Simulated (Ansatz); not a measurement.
# doublet C2H9AlSi+ at 6 levels

Wanted: a comparison of 6 runs (UHF/STO-3G, UHF/cc-pVDZ, UBLYP/cc-pVDZ, UPBE/cc-pVDZ, UPBE0/cc-pVDZ, UCCSD(T)/cc-pVDZ) of doublet C2H9AlSi+. 

The results are computed with Ansatz 0.2.0.

45 further runs of the same task are left out: 45 set aside as unsound or not needed. Runs told in other sessions of the task aren't counted.

### Step 1. The system as given

C2H9AlSi+ has 13 atoms, charge +1, and is taken as a doublet. SMILES of the parent species: `C[SiH](C)[AlH2]`. The coordinates come from a PBE0-D4/def2-TZVP relaxation. That shape belongs to the parent species and isn't relaxed for this state.

Bond lengths: C1–Si2 1.884 Å, Si2–C3 1.884 Å, Si2–Al4 2.463 Å, C1–H5 1.092 Å, C1–H6 1.093 Å, C1–H7 1.093 Å, Si2–H8 1.501 Å, C3–H9 1.093 Å, C3–H10 1.093 Å, C3–H11 1.092 Å, Al4–H12 1.594 Å, Al4–H13 1.594 Å. Some angles: C1–Si2–C3 110.0°, C1–Si2–Al4 112.9°, C3–Si2–Al4 112.9°, C1–Si2–H8 107.4°, C3–Si2–H8 107.4°, Al4–Si2–H8 105.9°, Si2–C1–H5 111.2°, Si2–C1–H6 111.1°, Si2–C1–H7 110.7°, Si2–C3–H9 110.7°.

### Step 2. A single-point energy at UHF/STO-3G (run 1)

The input, in.yaml:

```yaml
crystal:
  periodic: [false, false, false]
  atoms:
    - {symbol: C, position_ang: [-0.866600, 1.411600, -0.714500]}
    - {symbol: Si, position_ang: [-0.138800, -0.288000, -0.351000]}
    - {symbol: C, position_ang: [1.742200, -0.215000, -0.436200]}
    - {symbol: Al, position_ang: [-0.964000, -1.250200, 1.760500]}
    - {symbol: H, position_ang: [-1.958500, 1.381800, -0.711700]}
    - {symbol: H, position_ang: [-0.550700, 2.142800, 0.033900]}
    - {symbol: H, position_ang: [-0.539400, 1.770100, -1.694100]}
    - {symbol: H, position_ang: [-0.602000, -1.216600, -1.435400]}
    - {symbol: H, position_ang: [2.070400, 0.143000, -1.415700]}
    - {symbol: H, position_ang: [2.144200, 0.462300, 0.321500]}
    - {symbol: H, position_ang: [2.182900, -1.200600, -0.270400]}
    - {symbol: H, position_ang: [-0.100900, -2.306700, 2.585400]}
    - {symbol: H, position_ang: [-2.398600, -0.869500, 2.342400]}
basis:
  gaussian:
    orbitals: STO-3G
total_charge: 1
hamiltonian:
  xc: hf
accuracy: high
output: {orbitals: {seedname: orbitals}}
magnetization:
  spin_polarized: true
  initial_magnetization: 1
```

Command:

```
$ ansatz run in.yaml --threads 1 --pin off --max-ram 2610MiB --events-out events.jsonl --progress --plain --runs-dir runs
```

Output:

```text
Warning: RAYON_NUM_THREADS=1 ignored (pool sized by the plan → 1); use --threads N
Functional definition: HF
  name "HF"
  exchange = exact_x
  correlation = 0
772 factors; integrals over basis functions are off by at most 4.0e-9 eV
mean field evaluation 1: about -16446.2068 eV, gradient 1.4e1 eV
mean field evaluation 2: about -16446.2883 eV, gradient 1.4e1 eV
mean field evaluation 4: about -16447.9705 eV, gradient 1.1e0 eV
mean field evaluation 8: about -16447.9877 eV, gradient 1.7e-2 eV
mean field evaluation 16: about -16447.6146 eV, gradient 1.9e0 eV
mean field evaluation 32: about -16447.9206 eV, gradient 7.0e-1 eV
mean field -16447.98772811 eV, -604.4524001616 hartree, gradient 6.8e-8 eV, S^2 0.757207; 0 other end points of the search recorded, 0 dependent functions left out
reference -16447.98772811 eV, -604.4524001616 hartree; 24, 23 occupied and 13, 14 virtual orbitals, 772 factors
Total energy: -16447.98772811 eV, -604.4524001616 hartree
```

Run time: 1.2 s. Hardware: 1 thread of Intel Xeon Platinum 8259CL at 2.50GHz (Skylake/Cascade Lake), shared host; peak memory 0.11 GiB.

### Step 3. A single-point energy at UHF/cc-pVDZ (run 2)

The input, run.yaml:

```yaml
crystal:
  periodic: [false, false, false]
  atoms:
    - {symbol: C, position_ang: [-0.866600, 1.411600, -0.714500]}
    - {symbol: Si, position_ang: [-0.138800, -0.288000, -0.351000]}
    - {symbol: C, position_ang: [1.742200, -0.215000, -0.436200]}
    - {symbol: Al, position_ang: [-0.964000, -1.250200, 1.760500]}
    - {symbol: H, position_ang: [-1.958500, 1.381800, -0.711700]}
    - {symbol: H, position_ang: [-0.550700, 2.142800, 0.033900]}
    - {symbol: H, position_ang: [-0.539400, 1.770100, -1.694100]}
    - {symbol: H, position_ang: [-0.602000, -1.216600, -1.435400]}
    - {symbol: H, position_ang: [2.070400, 0.143000, -1.415700]}
    - {symbol: H, position_ang: [2.144200, 0.462300, 0.321500]}
    - {symbol: H, position_ang: [2.182900, -1.200600, -0.270400]}
    - {symbol: H, position_ang: [-0.100900, -2.306700, 2.585400]}
    - {symbol: H, position_ang: [-2.398600, -0.869500, 2.342400]}
basis:
  gaussian:
    orbitals: cc-pVDZ
total_charge: 1
magnetization:
  spin_polarized: true
  initial_magnetization: 1
hamiltonian:
  xc: hf
accuracy: high
output:
  orbitals: {seedname: orbitals}
```

Command:

```
$ ansatz run run.yaml --threads 1 --pin off --max-ram 2610MiB --events-out events.jsonl --progress --plain --runs-dir runs
```

Output:

```text
Warning: RAYON_NUM_THREADS=1 ignored (pool sized by the plan → 1); use --threads N
[... 4 set-up lines as earlier in the session ...]
2636 factors; integrals over basis functions are off by at most 3.8e-9 eV
mean field evaluation 1: about -16635.0935 eV, gradient 2.9e1 eV
mean field evaluation 2: about -16635.1746 eV, gradient 2.8e1 eV
mean field evaluation 4: about -16640.0493 eV, gradient 2.5e0 eV
mean field evaluation 8: about -16640.1496 eV, gradient 4.4e-3 eV
mean field evaluation 16: about -16637.9029 eV, gradient 7.1e0 eV
mean field -16640.14960886 eV, -611.5142190272 hartree, gradient 7.3e-8 eV, S^2 0.761039; 0 other end points of the search recorded, 0 dependent functions left out
reference -16640.14960886 eV, -611.5142190272 hartree; 24, 23 occupied and 85, 86 virtual orbitals, 2636 factors
Total energy: -16640.14960886 eV, -611.5142190272 hartree
```

Run time: 9.9 s. Hardware: 1 thread of Intel Xeon Platinum 8259CL at 2.50GHz (Skylake/Cascade Lake), shared host; peak memory 0.49 GiB.

Runs 3 to 4 aren't shown in full; the table further down has their settings and results.

### Step 4. The energy at UPBE0/cc-pVDZ (run 5)

The input, job.yaml:

```yaml
crystal:
  periodic: [false, false, false]
  atoms:
    - symbol: C
      position_ang: [-0.866600, 1.411600, -0.714500]
    - symbol: Si
      position_ang: [-0.138800, -0.288000, -0.351000]
    - symbol: C
      position_ang: [1.742200, -0.215000, -0.436200]
    - symbol: Al
      position_ang: [-0.964000, -1.250200, 1.760500]
    - symbol: H
      position_ang: [-1.958500, 1.381800, -0.711700]
    - symbol: H
      position_ang: [-0.550700, 2.142800, 0.033900]
    - symbol: H
      position_ang: [-0.539400, 1.770100, -1.694100]
    - symbol: H
      position_ang: [-0.602000, -1.216600, -1.435400]
    - symbol: H
      position_ang: [2.070400, 0.143000, -1.415700]
    - symbol: H
      position_ang: [2.144200, 0.462300, 0.321500]
    - symbol: H
      position_ang: [2.182900, -1.200600, -0.270400]
    - symbol: H
      position_ang: [-0.100900, -2.306700, 2.585400]
    - symbol: H
      position_ang: [-2.398600, -0.869500, 2.342400]
basis:
  gaussian:
    orbitals: cc-pVDZ
total_charge: 1
magnetization:
  spin_polarized: true
  initial_magnetization: 1
hamiltonian:
  xc: pbe0
accuracy: high
output: {orbitals: {seedname: orbitals}}
```

Command:

```
$ ansatz run job.yaml --threads 1 --pin off --max-ram 2610MiB --events-out events.jsonl --progress --plain --runs-dir runs
```

Output:

```text
Warning: RAYON_NUM_THREADS=1 ignored (pool sized by the plan → 1); use --threads N
Functional definition: PBE0
  name "PBE0"
  parameter a = 0.25
  parameter kappa = 0.804
  parameter beta = 0.06672455060314922
  exchange = (1 - a)*pbe_x(kappa = kappa, mu = beta*pi^2/3) + a*exact_x
  correlation = pbe_c(beta = beta)
2636 factors; integrals over basis functions are off by at most 3.8e-9 eV
mean field evaluation 1: about -16663.7550 eV, gradient 5.1e1 eV
mean field evaluation 2: about -16647.0089 eV, gradient 6.6e1 eV
mean field evaluation 4: about -16676.8027 eV, gradient 2.2e0 eV
mean field evaluation 8: about -16677.0347 eV, gradient 2.0e-1 eV
mean field evaluation 16: about -16677.0356 eV, gradient 1.7e-3 eV
mean field evaluation 32: about -16677.0356 eV, gradient 3.0e-7 eV
mean field -16677.03561776 eV, -612.8697548518 hartree, gradient 6.5e-8 eV, S^2 0.753765; 2 other end points of the search recorded, 0 dependent functions left out
reference -16677.03562129 eV, -612.8697549818 hartree; 24, 23 occupied and 85, 86 virtual orbitals, 2636 factors
Total energy: -16677.03562129 eV, -612.8697549818 hartree
```

Run time: 29 s. Hardware: 1 thread of Intel Xeon Platinum 8259CL at 2.50GHz (Skylake/Cascade Lake), shared host; peak memory 0.64 GiB.

### Step 5. The energy at UCCSD(T)/cc-pVDZ (run 6)

The input, job.yaml:

```yaml
crystal:
  periodic: [false, false, false]
  atoms:
    - {symbol: C, position_ang: [-0.866600, 1.411600, -0.714500]}
    - {symbol: Si, position_ang: [-0.138800, -0.288000, -0.351000]}
    - {symbol: C, position_ang: [1.742200, -0.215000, -0.436200]}
    - {symbol: Al, position_ang: [-0.964000, -1.250200, 1.760500]}
    - {symbol: H, position_ang: [-1.958500, 1.381800, -0.711700]}
    - {symbol: H, position_ang: [-0.550700, 2.142800, 0.033900]}
    - {symbol: H, position_ang: [-0.539400, 1.770100, -1.694100]}
    - {symbol: H, position_ang: [-0.602000, -1.216600, -1.435400]}
    - {symbol: H, position_ang: [2.070400, 0.143000, -1.415700]}
    - {symbol: H, position_ang: [2.144200, 0.462300, 0.321500]}
    - {symbol: H, position_ang: [2.182900, -1.200600, -0.270400]}
    - {symbol: H, position_ang: [-0.100900, -2.306700, 2.585400]}
    - {symbol: H, position_ang: [-2.398600, -0.869500, 2.342400]}
basis:
  gaussian:
    orbitals: cc-pVDZ
total_charge: 1
magnetization:
  spin_polarized: true
  initial_magnetization: 1
correlation:
  method: ccsd_t
  frozen_orbitals: {Al: 5, C: 1, H: 0, Si: 5}
accuracy: high
scf:
  omitted_lower_state_checks: [cluster_reference, increment]
```

Command:

```
$ ansatz run job.yaml --threads 1 --pin off --max-ram 2610MiB --events-out events.jsonl --progress --plain --runs-dir runs
```

Output:

```text
Warning: RAYON_NUM_THREADS=1 ignored (pool sized by the plan → 1); use --threads N
[... 12 lines left out ...]
12 core orbitals not correlated: weight in the atoms' cores, before any rotation towards them, 1.000 or more for the frozen orbitals, at most 0.000 for the correlated occupied ones
[... 28 lines left out ...]
Total energy: -16654.44124817 eV, -612.0394270844 hartree
Checks for a lower state left out: cluster_reference, increment
```

Wall time 1.9 min (1 thread of Intel Xeon Platinum 8259CL at 2.50GHz (Skylake/Cascade Lake), shared host); peak memory 1.8 GiB.

### Step 6. The series

| run | level | frozen core orbitals | energy (Eh) | HOMO energy (eV) | LUMO energy (eV) | ⟨S²⟩ | wall time |
| --- | --- | --- | --- | --- | --- | --- | --- |
| 1 | UHF/STO-3G | – | -604.452400 | -14.68 | -5.61 | 0.757 | 1.2 s |
| 2 | UHF/cc-pVDZ | – | -611.514219 | -16.27 | -7.31 | 0.761 | 9.9 s |
| 3 | UBLYP/cc-pVDZ | – | -613.140248 | -12.13 | -11.30 | 0.752 | 21 s |
| 4 | UPBE/cc-pVDZ | – | -612.795307 | -12.25 | -11.38 | 0.752 | 21 s |
| 5 | UPBE0/cc-pVDZ | – | -612.869755 | -13.43 | -10.74 | 0.754 | 29 s |
| 6 | UCCSD(T)/cc-pVDZ | 12 | -612.039427 | – | – | 0.761 | 1.9 min |

### Step 7. Summary of results

```
                                           quantity          value
                                run 6: total energy  -612.03943 Eh
run 6: correlation energy (12 core orbitals frozen)     -525.2 mEh
                              run 6: (T) correction     -14.41 mEh
           run 6: ⟨S²⟩ of the reference determinant          0.761
                               run 6: T1 diagnostic          0.014
```

In words: Totals of different functionals can't be ranked against each other. In run 1 the basis is minimal, so the values are rough. All runs together took 3.2 min, the longest 1.9 min.
